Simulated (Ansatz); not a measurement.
# CH7BFNSi: a ladder of functionals and wavefunction methods

One table from this session's results is given with a row withheld; the runs are named, their logs left out.

Method: functionals in def2-TZVPP, the program's frozen cores in correlated methods; program: Ansatz 0.2.0, Gaussian basis.

The runs, in order: PBE-D4, r2SCAN-D4, PBE0-D4, B3LYP-D4, ωB97X-V, ωB97M-V, B2PLYP; CCSD(T)/def2-TZVPP; MP2/def2-QZVPP; extrapolation to the limit.

## The relaxed structure

The geometry comes from an earlier relaxation with PBE0-D4 in a triple-zeta def2 set; it is a stationary point, not always the lowest conformer.

SMILES `C[SiH](N)BF`, 12 atoms, charge 0, spin multiplicity 1.

Atoms are counted from 1 here; the program's logs count them from 0.

Bond lengths: C1–Si2 1.880 Å, C1–H6 1.094 Å, C1–H7 1.093 Å, C1–H8 1.093 Å, Si2–N3 1.724 Å, Si2–B4 2.037 Å, Si2–H9 1.494 Å, N3–H10 1.007 Å, N3–H11 1.007 Å, B4–F5 1.326 Å, B4–H12 1.207 Å. Angles: Si2–C1–H6 110.5°, Si2–C1–H7 111.6°, Si2–C1–H8 110.7°, H6–C1–H7 108.1°, H6–C1–H8 107.8°, H7–C1–H8 107.9°, C1–Si2–N3 116.0°, C1–Si2–B4 110.0°, C1–Si2–H9 106.8°, N3–Si2–B4 106.4°, N3–Si2–H9 107.4°, B4–Si2–H9 110.2°, Si2–N3–H10 121.7°, Si2–N3–H11 120.4°, H10–N3–H11 111.1°, Si2–B4–F5 119.7°, Si2–B4–H12 125.0°, F5–B4–H12 115.2°.

Coordinates:

| atom | x (Å) | y (Å) | z (Å) |
| --- | --- | --- | --- |
| C1 | -1.2859 | 0.0978 | 1.0129 |
| Si2 | 0.1529 | 0.4591 | -0.1419 |
| N3 | 1.7290 | 0.2695 | 0.5317 |
| B4 | 0.0692 | -0.7694 | -1.7641 |
| F5 | -0.9606 | -0.6920 | -2.5955 |
| H6 | -2.2383 | 0.2665 | 0.5018 |
| H7 | -1.2683 | -0.9361 | 1.3667 |
| H8 | -1.2543 | 0.7534 | 1.8875 |
| H9 | 0.0174 | 1.8849 | -0.5660 |
| H10 | 2.0580 | 0.8542 | 1.2824 |
| H11 | 2.1645 | -0.6376 | 0.5619 |
| H12 | 0.8937 | -1.6056 | -2.0432 |

Set-up of the first run:

File in.yaml:

```yaml
crystal:
  periodic: [false, false, false]
  atoms:
    - {symbol: C, position_ang: [-1.285927, 0.097815, 1.012929]}
    - {symbol: Si, position_ang: [0.152897, 0.459124, -0.141896]}
    - {symbol: N, position_ang: [1.729036, 0.269536, 0.531660]}
    - {symbol: B, position_ang: [0.069164, -0.769414, -1.764135]}
    - {symbol: F, position_ang: [-0.960596, -0.691956, -2.595517]}
    - {symbol: H, position_ang: [-2.238294, 0.266548, 0.501807]}
    - {symbol: H, position_ang: [-1.268258, -0.936130, 1.366721]}
    - {symbol: H, position_ang: [-1.254337, 0.753374, 1.887533]}
    - {symbol: H, position_ang: [0.017354, 1.884876, -0.566044]}
    - {symbol: H, position_ang: [2.058028, 0.854165, 1.282350]}
    - {symbol: H, position_ang: [2.164481, -0.637564, 0.561876]}
    - {symbol: H, position_ang: [0.893652, -1.605575, -2.043183]}
basis:
  gaussian: {orbitals: def2-TZVPP}
hamiltonian: {xc: pbe, dispersion: d4}
output: {forces: true, orbitals: {seedname: orbitals}}
```

Started as:

```bash
$ ansatz run in.yaml --threads 4 --pin off --events-out ev --progress --plain --max-ram 10444MiB
```

Among the steps run: PBE-D4 (GGA); r2SCAN-D4 (meta-GGA); PBE0-D4 (hybrid); B3LYP-D4 (hybrid); ωB97X-V (range-separated); ωB97M-V (range-separated); B2PLYP (double hybrid); CCSD(T) in def2-TZVPP; MP2 in def2-QZVPP.

One table of the session follows, with a row left open; its other results are not shown here.

| method | atomisation energy (kJ/mol) |
| --- | --- |
| PBE-D4 | ? |
| r2SCAN-D4 | 4381.5 |
| PBE0-D4 | 4372.4 |
| B3LYP-D4 | 4389.8 |
| ωB97X-V | 4397.6 |
| ωB97M-V | 4395.2 |
| B2PLYP | 4339.5 |
| HF/def2-TZVPP | 3260.0 |
| MP2/def2-TZVPP | 4315.8 |
| CCSD/def2-TZVPP | 4207.5 |
| CCSD(T)/def2-TZVPP | 4260.2 |
| MP2/CBS | 4429.3 |
| CCSD(T)/CBS | 4373.6 |

Q: Estimate the row for PBE-D4 from the others.

The run gave: atomisation energy (kJ/mol): 4436.1. In the column «atomisation energy (kJ/mol)» it is the highest.
